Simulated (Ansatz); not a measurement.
# Ge3SbSe: the cost of one run

Method: DFT PBE, scalar-relativistic, plane waves, PAW, in Ansatz 0.2.0.

### 1 Starting point

The structure is cubic, space group Pm-3m (No. 221). The conventional cell has a = 4.925 Å, b = 4.925 Å, c = 4.925 Å, α = 90.00°, β = 90.00°, γ = 90.00°. Ge (site symmetry 4/mmm) is surrounded by 2 Sb at 2.46 Å and 8 Ge at 3.48 Å and 4 Se at 3.48 Å. Around Sb (site symmetry m-3m) lie 6 Ge at 2.46 Å. Se (site symmetry m-3m) is surrounded by 12 Ge at 3.48 Å.

Coordinates:

```cif
data_structure
_symmetry_space_group_name_H-M 'P 1'
_symmetry_Int_Tables_number 1
_cell_length_a 4.9247
_cell_length_b 4.9247
_cell_length_c 4.9247
_cell_angle_alpha 90.000
_cell_angle_beta 90.000
_cell_angle_gamma 90.000
_cell_volume 119.44
loop_
_atom_site_label
_atom_site_type_symbol
_atom_site_fract_x
_atom_site_fract_y
_atom_site_fract_z
_atom_site_occupancy
Ge1 Ge 0.50000 0.00000 0.50000 1
Ge2 Ge 0.00000 0.50000 0.50000 1
Ge3 Ge 0.50000 0.50000 0.00000 1
Sb1 Sb 0.50000 0.50000 0.50000 1
Se1 Se 0.00000 0.00000 0.00000 1
```

The cell is invented: species swapped into a database cell of Ca3SnO (Pm-3m, No. 221), with Ge on the Ca sites, Se on the Sn sites and Sb on the O sites. The dimensions are guesses.

### 2 A first look at the guess

Contents of input.yaml:

```yaml
crystal:
  lattice:
    - [4.92474695, 0.0, 0.0]
    - [0.0, 4.92474695, 0.0]
    - [0.0, 0.0, 4.92474695]
  atoms:
    - { symbol: Ge, position: [0.5, 0.0, 0.5] }
    - { symbol: Ge, position: [0.0, 0.5, 0.5] }
    - { symbol: Ge, position: [0.5, 0.5, 0.0] }
    - { symbol: Sb, position: [0.5, 0.5, 0.5] }
    - { symbol: Se, position: [0.0, 0.0, 0.0] }
basis:
  ecutwfc: 420
kpoints:
  mp_grid: { grid: [4, 4, 4] }
hamiltonian:
  xc: pbe
scf:
  occupations: { method: gaussian, width: 0.1 }
  lower_state_search: "off"
output:
  forces: true
  stress: true
  eigenvalues: true
```

Started as:

```sh
$ ansatz run input.yaml --threads 1 --pin off --max-ram 2560MiB --backend cpu --events-out ev --progress --plain --runs-dir out
```

**Question.** How long does this run take on 1 thread of Arm Neoverse V2, shared host, and how much memory does it need?

About 2.8 s, with a peak of 0.39 GiB.
